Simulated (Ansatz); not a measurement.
Working through an equation of state with a fit of AlNi, space group Cmmm

Program: the Python package of Ansatz (0.2.0).

Notebook, run cell by cell (the value of a cell's last expression is shown):

```python
import warnings

import ansatz as az
import numpy as np

VECTORS = np.array([
    [1.938694, -1.95319, 0.0],
    [1.938694, 1.95319, 0.0],
    [0.0, 0.0, 3.09943],
])
SITES = [
    ("Al", [0.0, 0.0, 0.0], 0.0),
    ("Ni", [0.5, 0.5, 0.5], 1.0),
]
```

```python
def on_lattice(cell):
    crystal = az.Crystal(lattice=az.Lattice.of(cell))
    for symbol, position, moment in SITES:
        crystal = crystal.atom(symbol, position, moment=moment or None)
    return crystal
```

```python
warnings.simplefilter("ignore", az.DeckWarning)
```

```python
# scale the volume, keep shape and fractions
volumes, energies = [], []
for scale in np.linspace(0.9, 1.1, 9):
    cell = VECTORS * scale ** (1 / 3)
    model = (
        on_lattice(cell).calculation()
        .occupations(az.OccupationsMethod.FERMI_DIRAC, width=0.05)
        .pseudopotentials("paw")
        .functional("LDA")
        .spin("collinear")
        .basis(16 * az.Ha)
        .kpoints(10, 10, 9)
    )
    data = model.run(threads=1).report
    volumes.append(abs(np.linalg.det(cell)) / len(SITES))
    energies.append(data["free_energy_ev"] / len(SITES))
    print(f"V = {volumes[-1]:8.4f} A^3/atom  F = {energies[-1]:.5f} eV/atom")
```

    RunWarning: the starting moments were not kept: the SCF closed with an absolute magnetisation of 2.0e-7 μB, where they sum to 1 μB in size (1 site). That is at most 0.1 of that sum. Measured as dr2_m measures the in/out step, that magnetisation stands 1.0e-13 eV from none, at or under the dr2_threshold of 1.0e-7 eV: [...]
    V =  10.5628 A^3/atom  F = -3143.77010 eV/atom
    V =  10.8562 A^3/atom  F = -3143.79463 eV/atom
    V =  11.1496 A^3/atom  F = -3143.80785 eV/atom
    V =  11.4430 A^3/atom  F = -3143.81123 eV/atom
    V =  11.7364 A^3/atom  F = -3143.80604 eV/atom
    V =  12.0298 A^3/atom  F = -3143.79337 eV/atom
    V =  12.3232 A^3/atom  F = -3143.77419 eV/atom
    V =  12.6166 A^3/atom  F = -3143.74935 eV/atom
    V =  12.9101 A^3/atom  F = -3143.71959 eV/atom

```python
# third-order Birch-Murnaghan: a cubic in V^(-2/3)
x = np.array(volumes) ** (-2 / 3)
poly = np.polynomial.Polynomial.fit(x, energies, 3).convert()
roots = poly.deriv().roots()
x0 = min((r.real for r in roots if abs(r.imag) < 1e-9 and poly.deriv(2)(r.real) > 0), key=lambda r: abs(r - x.mean()))
v0 = x0 ** -1.5
b0 = 4 / 9 * poly.deriv(2)(x0) * v0 ** (-7 / 3) * 160.21766
b1 = 4 + 2 / 3 * x0 * poly.deriv(3)(x0) / poly.deriv(2)(x0)
print(f"V0 = {v0:.4f} A^3/atom, B0 = {b0:.1f} GPa, dB/dP = {b1:.2f}")
```

    V0 = 11.4053 A^3/atom, B0 = 184.9 GPa, dB/dP = 4.38

A third-order Birch-Murnaghan fit through the 9 points has its minimum at 11.41 Å³ an atom, 2.8 % below the typed cell, with a bulk modulus of 185 GPa and dB/dP = 4.4. From that minimum the energy rises by 41.2 meV an atom on the compressed side and 91.7 meV on the expanded side.

Notes:
- Absolute energies stand on the zero of these potentials, so only differences at equal settings mean something.
- The SCF didn't keep the moments it started from (some shrank, vanished or turned); what is printed is the state reached.
- Shape and fractional positions are held along the curve, so the bulk modulus is an upper value where they are free to relax.
- The mesh is modest for a metal, so energies can be off by several to tens of meV an atom and pressures by half a GPa or more; differences at equal mesh fare better.
- Within a few hundredths of an angstrom the cell has the higher group P4/mmm; the lower one is a small distortion.
- The structure comes from a database of computed cells and needn't be a stable or known phase.
- Warnings are shown shortened and without file and line.
- The script silences the warnings on its input, which a real study should read.
- It ran for 78 s on 1 thread of Arm Neoverse V1, on a shared host, peak memory 0.45 GiB.
